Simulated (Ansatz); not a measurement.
**GaH2O2F (SMILES [OH][Ga]([OH])[F]) at 6 levels**

We compute a comparison of 6 runs (HF/STO-3G, HF/3-21G, HF/def2-SVP, B3LYP/6-31G*, PBE0/def2-SVP, MP2/6-31G**) of GaH2O2F. 

The results are computed with Ansatz 0.2.0.

3 further runs of the same task are left out: 1 that didn't finish, 2 set aside as unsound or not needed.

### Step 1. Starting point

GaH2O2F: 6 atoms, total charge 0, spin state singlet. As SMILES, `[OH][Ga]([OH])[F]`. The shape is that of a PBE0-D4/def2-TZVP optimisation. This is one conformer, not always the lowest.

Bond lengths: O1–Ga2 1.769 Å, Ga2–O3 1.762 Å, Ga2–F4 1.743 Å, O1–H5 0.960 Å, O3–H6 0.960 Å. Angles: O1–Ga2–O3 123.2°, O1–Ga2–F4 118.9°, O3–Ga2–F4 117.8°, Ga2–O1–H5 113.2°, Ga2–O3–H6 112.9°.

### Step 2. Energy and gradient at HF/STO-3G (run 1)

molecule.yaml reads:

```yaml
crystal:
  periodic: [false, false, false]
  atoms:
    - {symbol: O, position_ang: [-0.297200, 1.351000, -0.574800]}
    - {symbol: Ga, position_ang: [-0.068200, -0.342400, -0.117600]}
    - {symbol: O, position_ang: [0.794400, -0.842300, 1.335300]}
    - {symbol: F, position_ang: [-0.722600, -1.588800, -1.144800]}
    - {symbol: H, position_ang: [-0.788800, 1.459000, -1.392800]}
    - {symbol: H, position_ang: [1.124200, -0.100400, 1.848500]}
basis:
  gaussian: {orbitals: STO-3G}
output: {forces: true, orbitals: {seedname: orbitals}}
magnetization: {spin_polarized: false, initial_magnetization: 0}
accuracy: high
hamiltonian: {xc: hf}
```

Run with:

```bash
$ ansatz run molecule.yaml --threads 1 --pin off --max-ram 2610MiB --events-out events.jsonl --progress --plain --runs-dir runs
```

Log:

```text
Warning: RAYON_NUM_THREADS=1 ignored (pool sized by the plan → 1); use --threads N
Functional definition: HF
  name "HF"
  exchange = exact_x
  correlation = 0
613 factors; integrals over basis functions are off by at most 4.3e-9 eV
mean field evaluation 1: about -58440.3727 eV, gradient 3.1e1 eV
mean field evaluation 2: about -58440.4855 eV, gradient 3.1e1 eV
mean field evaluation 4: about -58444.3436 eV, gradient 1.9e0 eV
mean field evaluation 8: about -58444.3706 eV, gradient 2.5e-2 eV
mean field -58444.36650769 eV, -2147.7908541433 hartree, gradient 2.7e-8 eV, S^2 0.000000; 0 other end points of the search recorded, 0 dependent functions left out
the calculation of the forces begins
reference -58444.36650769 eV, -2147.7908541433 hartree; 29, 29 occupied and 6, 6 virtual orbitals, 613 factors
Total energy: -58444.36650769 eV, -2147.7908541433 hartree
Atom 0 at    -0.297200     1.351000    -0.574800 Å, force     1.254017    -3.624770     2.242516 eV/Å
Atom 1 at    -0.068200    -0.342400    -0.117600 Å, force     0.463260     0.838426     0.731476 eV/Å
Atom 2 at     0.794400    -0.842300     1.335300 Å, force    -2.408569    -0.368766    -3.976819 eV/Å
Atom 3 at    -0.722600    -1.588800    -1.144800 Å, force     1.054413     1.955728     1.657340 eV/Å
Atom 4 at    -0.788800     1.459000    -1.392800 Å, force    -0.768377    -0.033981    -1.270105 eV/Å
Atom 5 at     1.124200    -0.100400     1.848500 Å, force     0.405256     1.233362     0.615594 eV/Å
Dipole moment:    -0.024892     0.245810    -0.052106 e Å
```

Wall time 0.52 s (1 thread of AMD EPYC 9R45 (Zen 5), shared host); peak memory 0.1 GiB.

### Step 3. Energy and forces at HF/3-21G (run 2)

run.yaml reads:

```yaml
crystal:
  periodic: [false, false, false]
  atoms:
    - {symbol: O, position_ang: [-0.297200, 1.351000, -0.574800]}
    - {symbol: Ga, position_ang: [-0.068200, -0.342400, -0.117600]}
    - {symbol: O, position_ang: [0.794400, -0.842300, 1.335300]}
    - {symbol: F, position_ang: [-0.722600, -1.588800, -1.144800]}
    - {symbol: H, position_ang: [-0.788800, 1.459000, -1.392800]}
    - {symbol: H, position_ang: [1.124200, -0.100400, 1.848500]}
basis:
  gaussian: {orbitals: 3-21G-spherical.json}
accuracy: high
hamiltonian: {xc: hf}
output: {forces: true, orbitals: {seedname: orbitals}}
```

The basis set 3-21G is read from a file made from the Basis Set Exchange's data (not shown).

Run with:

```bash
$ ansatz run run.yaml --threads 1 --pin off --max-ram 2610MiB --events-out events.jsonl --progress --plain --runs-dir runs
```

Log, cut to the lines that bear on the results:

```text
Warning: RAYON_NUM_THREADS=1 ignored (pool sized by the plan → 1); use --threads N
[... 2 set-up lines as earlier in the session ...]
[...]
962 factors; integrals over basis functions are off by at most 9.0e-9 eV
[...]
mean field -58856.72047769 eV, -2162.9445830369 hartree, gradient 4.6e-8 eV, S^2 0.000000; 0 other end points of the search recorded, 0 dependent functions left out
[...]
reference -58856.72047769 eV, -2162.9445830369 hartree; 29, 29 occupied and 24, 24 virtual orbitals, 962 factors
Total energy: -58856.72047769 eV, -2162.9445830369 hartree
Atom 0 at    -0.297200     1.351000    -0.574800 Å, force     0.135350    -1.795332     0.307392 eV/Å
Atom 1 at    -0.068200    -0.342400    -0.117600 Å, force    -0.120599    -0.709447    -0.167196 eV/Å
Atom 2 at     0.794400    -0.842300     1.335300 Å, force    -0.781478     0.726226    -1.328845 eV/Å
Atom 3 at    -0.722600    -1.588800    -1.144800 Å, force     0.583752     1.258311     0.909443 eV/Å
Atom 4 at    -0.788800     1.459000    -1.392800 Å, force    -0.133221     0.577973    -0.247517 eV/Å
Atom 5 at     1.124200    -0.100400     1.848500 Å, force     0.316195    -0.057730     0.526723 eV/Å
Dipole moment:    -0.012675     0.471396    -0.041941 e Å
```

Run time: 0.66 s. Hardware: 1 thread of AMD EPYC 9R45 (Zen 5), shared host; peak memory 0.12 GiB.

Runs 3 to 4 aren't shown in full; the table further down has their settings and results.

### Step 4. Energy and gradient at PBE0/def2-SVP (run 5)

in.yaml reads:

```yaml
crystal:
  periodic: [false, false, false]
  atoms:
    - symbol: O
      position_ang: [-0.297200, 1.351000, -0.574800]
    - symbol: Ga
      position_ang: [-0.068200, -0.342400, -0.117600]
    - symbol: O
      position_ang: [0.794400, -0.842300, 1.335300]
    - symbol: F
      position_ang: [-0.722600, -1.588800, -1.144800]
    - symbol: H
      position_ang: [-0.788800, 1.459000, -1.392800]
    - symbol: H
      position_ang: [1.124200, -0.100400, 1.848500]
basis:
  gaussian: {orbitals: def2-SVP}
hamiltonian: {xc: pbe0}
accuracy: high
output: {forces: true, orbitals: {seedname: orbitals}}
```

Run with:

```bash
$ ansatz run in.yaml --threads 1 --pin off --max-ram 2610MiB --events-out events.jsonl --progress --plain --runs-dir runs
```

Log, cut to the lines that bear on the results:

```text
Warning: RAYON_NUM_THREADS=1 ignored (pool sized by the plan → 1); use --threads N
Functional definition: PBE0
  name "PBE0"
[...]
1715 factors; integrals over basis functions are off by at most 4.3e-9 eV
[...]
mean field -59198.16327264 eV, -2175.4923743134 hartree, gradient 7.7e-8 eV, S^2 0.000000; 0 other end points of the search recorded, 0 dependent functions left out
[...]
reference -59198.16327542 eV, -2175.4923744153 hartree; 29, 29 occupied and 55, 55 virtual orbitals, 1715 factors
Total energy: -59198.16327542 eV, -2175.4923744153 hartree
Atom 0 at    -0.297200     1.351000    -0.574800 Å, force     0.085505    -0.019051     0.142836 eV/Å
Atom 1 at    -0.068200    -0.342400    -0.117600 Å, force     0.001565     0.009539     0.003054 eV/Å
Atom 2 at     0.794400    -0.842300     1.335300 Å, force    -0.043481    -0.112193    -0.067306 eV/Å
Atom 3 at    -0.722600    -1.588800    -1.144800 Å, force    -0.014769    -0.020353    -0.023761 eV/Å
Atom 4 at    -0.788800     1.459000    -1.392800 Å, force    -0.086042     0.024309    -0.144128 eV/Å
Atom 5 at     1.124200    -0.100400     1.848500 Å, force     0.057221     0.117749     0.089305 eV/Å
Dipole moment:     0.025507     0.422006     0.023454 e Å
```

It took 3.9 s on 1 thread of AMD EPYC 9R45 (Zen 5), shared host; peak memory 0.29 GiB.

### Step 5. Energy and gradient at MP2/6-31G(d,p) (spherical functions) (run 6)

job.yaml reads:

```yaml
crystal:
  periodic: [false, false, false]
  atoms:
    - {symbol: O, position_ang: [-0.297200, 1.351000, -0.574800]}
    - {symbol: Ga, position_ang: [-0.068200, -0.342400, -0.117600]}
    - {symbol: O, position_ang: [0.794400, -0.842300, 1.335300]}
    - {symbol: F, position_ang: [-0.722600, -1.588800, -1.144800]}
    - {symbol: H, position_ang: [-0.788800, 1.459000, -1.392800]}
    - {symbol: H, position_ang: [1.124200, -0.100400, 1.848500]}
basis:
  gaussian: {orbitals: 6-31G_st__st_-spherical.json}
correlation: {method: mp2, frozen_orbitals: {F: 1, Ga: 9, H: 0, O: 1}}
accuracy: high
output: {forces: true, orbitals: {seedname: orbitals}}
```

The basis set 6-31G** is read from a file made from the Basis Set Exchange's data (not shown).

Run with:

```bash
$ ansatz run job.yaml --threads 1 --pin off --max-ram 2610MiB --events-out events.jsonl --progress --plain --runs-dir runs
```

Log, cut to the lines that bear on the results:

```text
Warning: RAYON_NUM_THREADS=1 ignored (pool sized by the plan → 1); use --threads N
[... 2 set-up lines as earlier in the session ...]
[...]
1758 factors; integrals over basis functions are off by at most 7.1e-9 eV
[...]
mean field -59140.96632658 eV, -2173.3904253151 hartree, gradient 6.9e-9 eV, S^2 0.000000; 0 other end points of the search recorded, 0 dependent functions left out
12 core orbitals not correlated: weight in the atoms' cores, before any rotation towards them, 1.000 or more for the frozen orbitals, at most 0.000 for the correlated occupied ones
reference -59140.96632658 eV, -2173.3904253151 hartree; 17, 17 occupied and 55, 55 virtual orbitals, 1758 factors
second order -21.38742604 eV of doubles, -0.00000000 eV of singles
[...]
Total energy: -59162.35375262 eV, -2174.1763987253 hartree
Atom 0 at    -0.297200     1.351000    -0.574800 Å, force     0.083858     0.535872     0.114397 eV/Å
Atom 1 at    -0.068200    -0.342400    -0.117600 Å, force    -0.143189    -0.187962    -0.227786 eV/Å
Atom 2 at     0.794400    -0.842300     1.335300 Å, force     0.195526    -0.376584     0.340943 eV/Å
Atom 3 at    -0.722600    -1.588800    -1.144800 Å, force    -0.080270    -0.180939    -0.124961 eV/Å
Atom 4 at    -0.788800     1.459000    -1.392800 Å, force    -0.129578    -0.004140    -0.214792 eV/Å
Atom 5 at     1.124200    -0.100400     1.848500 Å, force     0.073653     0.213753     0.112200 eV/Å
Dipole moment:     0.012696     0.407111     0.002923 e Å
```

It took 4.2 s on 1 thread of AMD EPYC 9R45 (Zen 5), shared host; peak memory 0.3 GiB.

### Step 6. Overview of the runs

```
run                               level  Cartesian functions  frozen core orbitals   energy (Eh)  dipole moment (D)  HOMO energy (eV)  LUMO energy (eV)  wall time
  1                           HF/STO-3G                   no                     –  -2147.790854               1.21             -7.96              6.55     0.52 s
  2                            HF/3-21G                   no                     –  -2162.944583               2.27            -13.05              2.31     0.66 s
  3                         HF/def2-SVP                   no                     –  -2173.229296               2.13            -13.69              2.06      1.9 s
  4  B3LYP/6-31G* (Cartesian functions)                  yes                     –  -2176.197817               1.95             -8.68             -1.61      4.5 s
  5                       PBE0/def2-SVP                   no                     –  -2175.492374               2.03             -9.06             -1.11      3.9 s
  6   MP2/6-31G** (spherical functions)                   no                    12  -2174.176399               1.96            -13.66              1.80      4.2 s
```

### Step 7. Outcome

```
                                           quantity           value
                                run 6: total energy  -2174.17640 Eh
          run 6: dipole moment (correlated density)          1.96 D
         run 6: HOMO energy (Hartree–Fock orbitals)       -13.66 eV
         run 6: LUMO energy (Hartree–Fock orbitals)         1.80 eV
       run 6: HOMO–LUMO gap (Hartree–Fock orbitals)        15.45 eV
run 6: correlation energy (12 core orbitals frozen)      -786.0 mEh
                    run 6: largest force on an atom      0.554 eV/Å
```

What this shows: The dipole moment (its size) runs from 1.21 D (HF/STO-3G) to 2.27 D (HF/3-21G). Over runs 1, 2, 3, 4, 5 the HOMO–LUMO gap runs from 7.07 eV (B3LYP/6-31G*) to 15.76 eV (HF/def2-SVP). The two ends differ in method and basis. Totals of different functionals can't be ranked against each other. In run 1 the basis is minimal, so the values are rough. All runs together took 16 s, the longest 4.5 s.
